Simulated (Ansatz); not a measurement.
Ba2Tl5V3O12 under changes of volume

One of the cells (23.184 Å³/atom); the others are scaled copies at fixed shape and fractional positions:

```
CELL_PARAMETERS angstrom
6.65272 0.04946 0.02017
2.86070 8.36464 0.00384
2.68279 2.46936 9.19569
ATOMIC_POSITIONS crystal
Ba 0.80419 0.04665 0.02264
Ba 0.21205 0.95157 0.34012
V 0.74540 0.70796 0.33582
V 0.25963 0.26599 0.03225
V 0.04074 0.07695 0.66106
Tl 0.25636 0.39847 0.35003
Tl 0.58966 0.34866 0.60553
Tl 0.57327 0.88069 0.66842
Tl 0.74552 0.49664 0.11648
Tl 0.11891 0.64206 0.74303
O 0.28433 0.09717 0.54175
O 0.85350 0.49575 0.34386
O 0.40255 0.20448 0.17282
O 0.88414 0.05377 0.55967
O 0.14017 0.47956 0.98899
O 0.54627 0.73631 0.48712
O 0.90594 0.24279 0.73262
O 0.61543 0.80058 0.18857
O 0.05538 0.16451 0.10164
O 0.08209 0.90404 0.80708
O 0.44178 0.20123 0.89187
O 0.94269 0.80417 0.30862
```

The cell was built by a generator and needn't be a form met in nature.

```yaml
Program: Ansatz 0.2.0
Functional: PBE
Potentials_or_basis: Ansatz PAW
Cutoff: "420 eV (not typed: the program's choice for these potentials)"
k_mesh: 5 × 4 × 3
Occupations: fermi-dirac, width 0.05 eV
Spin: collinear spin, ferromagnetic start
Starting_moments: "[0.0, 0.0, 2.0, 2.0, 2.0, 0.0, 0.0, 0.0, 0.0, 0.0, 0.0, 0.0, 0.0, 0.0, 0.0, 0.0, 0.0, 0.0, 0.0, 0.0, 0.0, 0.0] μB"
```

| volume (Å³/atom) | energy over the lowest point (meV/atom) | pressure (GPa) | gap on the mesh (eV) | largest force (eV/Å) |
| --- | --- | --- | --- | --- |
| 21.793 | ? | ? | ? | ? |
| 22.256 | 8.65 | 3.1 | 2.89 | 0.897 |
| 22.720 | 2.11 | 1.5 | 2.90 | 0.432 |
| 23.184 | 0.00 | 0.0 | 2.90 | 0.011 |
| 23.648 | 1.93 | -1.3 | 2.89 | 0.400 |
| 24.111 | 7.41 | -2.5 | 2.89 | 0.774 |
| 24.575 | 16.13 | -3.5 | 2.88 | 1.121 |

Problem. What does the run at 21.793 Å³/atom give?

Solution. Energy over the lowest point 20.12 meV/atom; pressure 4.9 GPa; gap on the mesh 2.89 eV; largest force 1.396 eV/Å.

Worked out: A Birch-Murnaghan fit of order 3 (a polynomial in V^(-2/3)) to the other rows has its minimum at 23.19 Å³/atom with B0 = V·E''(V) = 69 GPa and B' = 4.4 at fixed shape and positions, which overstates the stiffness. It gives 20.15 meV/atom at 21.793 Å³/atom, against the run's 20.12, and -dE/dV = 4.9 GPa, against 4.9. A parabola through the other rows of the gap, of slope 0.53 eV per unit of ln V there, extrapolates to 2.88 eV, against the run's 2.89.

Energies are extrapolated to zero smearing.

Caveats: odd divisions of the mesh miss points on the zone boundary, where band edges often lie, so the gap on the mesh can be too wide; spin-orbit coupling is left out, which as a rule narrows the gap of such compounds by several tenths of an eV; the starting moments weren't kept; forces of over 1 eV/Å show positions far from the minimum, so gaps and moduli don't describe the material at rest (some runs).

A mesh can miss the band edges.
